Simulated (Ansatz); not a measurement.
# C₆H₅F₃Sn: how energies converge with the basis set

An exercise on one series of results from a longer session: the logs are not shown, and one member is left open.

Program: Ansatz 0.2.0, Gaussian basis. Level of theory: one geometry, several basis sets. These are calculated values, not measurements.

Plan: PBE0-D4/def2-SVP; ωB97M-V/def2-SVP; PBE0-D4/def2-QZVPP; ωB97M-V/def2-QZVPP; the functionals' def2-TZVPP values are taken from earlier runs.

1 further run of the same task is left out (it didn't finish).

**The relaxed structure**

An earlier PBE0-D4 in a triple-zeta def2 set relaxation fixed the geometry. Sn takes the def2 core potential; no spin-orbit term is included.

SMILES `[F][Sn]([F])([F])[c]1ccccc1`, 15 atoms, charge 0, spin multiplicity 1.

Atoms are counted from 1 here; the program's logs count them from 0.

Bond lengths: F1–Sn2 1.900 Å, Sn2–F3 1.900 Å, Sn2–F4 1.898 Å, Sn2–C5 2.093 Å, C5–C6 1.391 Å, C5–C10 1.391 Å, C6–C7 1.387 Å, C6–H11 1.084 Å, C7–C8 1.387 Å, C7–H12 1.084 Å, C8–C9 1.387 Å, C8–H13 1.084 Å, C9–C10 1.387 Å, C9–H14 1.084 Å, C10–H15 1.084 Å. Angles: F1–Sn2–F3 106.4°, F1–Sn2–F4 103.2°, F1–Sn2–C5 112.9°, F3–Sn2–F4 103.1°, F3–Sn2–C5 113.0°, F4–Sn2–C5 116.9°, Sn2–C5–C6 119.7°, Sn2–C5–C10 119.6°, C6–C5–C10 120.7°, C5–C6–C7 119.4°, C5–C6–H11 120.9°, C7–C6–H11 119.7°, C6–C7–C8 120.1°, C6–C7–H12 119.7°, C8–C7–H12 120.2°, C7–C8–C9 120.3°, C7–C8–H13 119.8°, C9–C8–H13 119.8° and more.

Coordinates:

```
F    -0.8885   -3.6004    0.4442
Sn    0.5359   -2.4985   -0.1602
F     2.0649   -2.9942    0.8519
F     0.9171   -3.1911   -1.8855
C     0.0974   -0.4560   -0.0339
C     1.1268    0.4585    0.1663
C     0.8295    1.8102    0.2516
C    -0.4839    2.2417    0.1393
C    -1.5076    1.3263   -0.0558
C    -1.2220   -0.0278   -0.1426
H     2.1548    0.1281    0.2637
H     1.6274    2.5264    0.4085
H    -0.7118    3.2991    0.2070
H    -2.5335    1.6650   -0.1388
H    -2.0285   -0.7381   -0.2865
```

The first run:

in.yaml reads:

```yaml
crystal:
  periodic: [false, false, false]
  atoms:
    - {symbol: F, position_ang: [-0.888502, -3.600398, 0.444168]}
    - {symbol: Sn, position_ang: [0.535853, -2.498461, -0.160218]}
    - {symbol: F, position_ang: [2.064938, -2.994152, 0.851877]}
    - {symbol: F, position_ang: [0.917078, -3.191106, -1.885463]}
    - {symbol: C, position_ang: [0.097417, -0.456018, -0.033936]}
    - {symbol: C, position_ang: [1.126756, 0.458547, 0.166305]}
    - {symbol: C, position_ang: [0.829491, 1.810173, 0.251641]}
    - {symbol: C, position_ang: [-0.483898, 2.241653, 0.139266]}
    - {symbol: C, position_ang: [-1.507561, 1.326325, -0.055758]}
    - {symbol: C, position_ang: [-1.222001, -0.027750, -0.142629]}
    - {symbol: H, position_ang: [2.154829, 0.128131, 0.263746]}
    - {symbol: H, position_ang: [1.627359, 2.526441, 0.408514]}
    - {symbol: H, position_ang: [-0.711755, 3.299081, 0.207027]}
    - {symbol: H, position_ang: [-2.533547, 1.665010, -0.138780]}
    - {symbol: H, position_ang: [-2.028456, -0.738075, -0.286462]}
basis:
  gaussian: {orbitals: def2-SVP}
hamiltonian: {xc: pbe0, dispersion: d4}
output: {orbitals: {seedname: orbitals}}
```

Launch:

```sh
> ansatz run in.yaml --threads 5 --pin off --events-out ev --progress --plain --max-ram 66560MiB --backend cpu
```

Steps of the session up to this table: PBE0-D4 in def2-SVP; ωB97M-V in def2-SVP; PBE0-D4 in def2-QZVPP; ωB97M-V in def2-QZVPP.

One of the session's tables, all rows but one given; the rest of the session is left out.

It belongs to the step «Density functionals: the series». 

| functional | basis | HOMO (eV) | LUMO (eV) |
| --- | --- | --- | --- |
| PBE0-D4 | def2-SVP | -8.29 | -1.53 |
| PBE0-D4 | def2-TZVPP | -8.31 | -1.73 |
| PBE0-D4 | def2-QZVPP | -8.31 | -1.80 |
| ωB97M-V | def2-SVP | -10.35 | 0.53 |
| ωB97M-V | def2-TZVPP | -10.38 | 0.32 |
| ωB97M-V | def2-QZVPP | ? | ? |

Q: Estimate the row for ωB97M-V, def2-QZVPP from the others.

The run gave: HOMO (eV): -10.39; LUMO (eV): 0.12. In the column «HOMO (eV)» it is the lowest.
